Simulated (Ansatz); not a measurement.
# GeP+ (triplet): from Hartree-Fock to the top rungs at distance Ge1–P2 = 2.477 Å, cc-pVDZ

Aim: climb from Hartree-Fock through coupled cluster and multireference methods for GeP+ (triplet) at one geometry and basis, and see what each rung misses.

Program: Ansatz 0.2.0, Gaussian basis. Level of theory: cc-pVDZ, core rule «outside noble gas», up to 19 orbitals frozen. These are calculated values, not measurements.

Plan: UHF; CCSD(T) on ROHF; CCSD(T) on UHF; BCCD(T) on ROHF; CISD as a restricted active space (open shells left free, so some higher excitations enter); CCSDT(Q) on ROHF; CCSDT(Q) on UHF; CCSDTQ on ROHF; CCSDTQ on UHF; CASSCF and MRCISD+Q, 4 electrons in 4 orbitals; CASSCF and NEVPT2, 4 electrons in 4 orbitals; CASSCF and MRCISD+Q, 8 electrons in 8 orbitals; CASSCF and NEVPT2, 8 electrons in 8 orbitals; Full CI.

7 further runs of the same task are left out: 4 for a known fault of the program, 3 that didn't finish. Runs told in other sessions of the task aren't counted.

**1. The system**

The geometry derives from a PBE0/def2-TZVP stationary point (not a proven minimum). One bond is set to the value named and the two fragments are kept rigid. No spin-orbit coupling is included. The filled d shell of Ge may be among the frozen orbitals whatever the setting's name suggests.

2 atoms, charge 1, spin multiplicity 3.

Atoms are counted from 1 here; the program's logs count them from 0.

Bond lengths: Ge1–P2 2.477 Å.

**2. UHF**

File in.yaml:

```yaml
crystal:
  periodic: [false, false, false]
  atoms:
    - {symbol: Ge, position_ang: [0.000000, 0.000000, 0.000000]}
    - {symbol: P, position_ang: [0.000000, 0.000000, 2.477000]}
basis:
  gaussian: {orbitals: cc-pVDZ}
total_charge: 1
magnetization: {spin_polarized: true, initial_magnetization: 2}
hamiltonian: {xc: hf}
output: {orbitals: {seedname: orbitals}}
```

On the command line:

```console
> ansatz run in.yaml --threads 1 --pin off --events-out ev --progress --plain --max-ram 4096MiB --backend cpu
```

Further steps of the session: CCSD(T) on ROHF; CCSD(T) on UHF; BCCD(T) on ROHF; CISD as a restricted active space (open shells left free, so some higher excitations enter); CCSDT(Q) on ROHF; CCSDT(Q) on UHF; CCSDTQ on ROHF; CCSDTQ on UHF; CASSCF and MRCISD+Q, 4 electrons in 4 orbitals; CASSCF and NEVPT2, 4 electrons in 4 orbitals; CASSCF and MRCISD+Q, 8 electrons in 8 orbitals; CASSCF and NEVPT2, 8 electrons in 8 orbitals; Full CI.

Q: Predict the results of all the runs planned. Wanted: FCI from the RHF energy; RMP2 from FCI; UMP2 from FCI; RCCSD from FCI; RCCSD(T) from FCI; UCCSD(T) from FCI; RCCSDT(Q) from FCI; UCCSDT(Q) from FCI; NEVPT2 pair from FCI.

**Answer**, as computed:

| quantity | value |
| --- | --- |
| FCI from the ROHF energy | -4.6925 eV |
| RMP2 from FCI | +26.88 kcal/mol |
| UMP2 from FCI | +27.59 kcal/mol |
| RCCSD from FCI | +5.51 kcal/mol |
| RCCSD(T) from FCI | +1.42 kcal/mol |
| UCCSD(T) from FCI | +1.43 kcal/mol |
| RCCSDT(Q) from FCI | +0.02 kcal/mol |
| UCCSDT(Q) from FCI | -0.05 kcal/mol |
| NEVPT2 pair from FCI | +24.35 kcal/mol |
| MRCISD+Q pair from FCI | +0.35 kcal/mol |
| NEVPT2 valence from FCI | +16.14 kcal/mol |
| levels within 1 kcal/mol (43 meV) | RCCSDT, UCCSDT, RCCSDT(Q), UCCSDT(Q), RCCSDTQ, UCCSDTQ, MRCISD+Q pair, MRCISD+Q valence |
| T1 diagnostic | 0.039 |
| effectively unpaired electrons | 2.13 |

**Reading.** RCCSD(T) misses by +1.42 kcal/mol, 1.3 % of the correlation energy. UCCSDT(Q), MRCISD+Q valence fall below full CI: unrestricted runs freeze a spin-polarised core, another one than full CI's, and coupled cluster isn't variational. One determinant dominates. Of the multireference levels listed MRCISD+Q pair comes nearest in total energy (+0.35 kcal/mol), which doesn't show that its space is the better one. These misses are within one basis, not against nature; the frozen cores of restricted and unrestricted runs differ, which can shift their rows.

Levels on UHF freeze UHF's core orbitals, full CI those of ROHF, so the U rows can settle a little off it for that reason alone.

With open shells the CI space here admits some higher excitations, so it is larger than plain CISD.
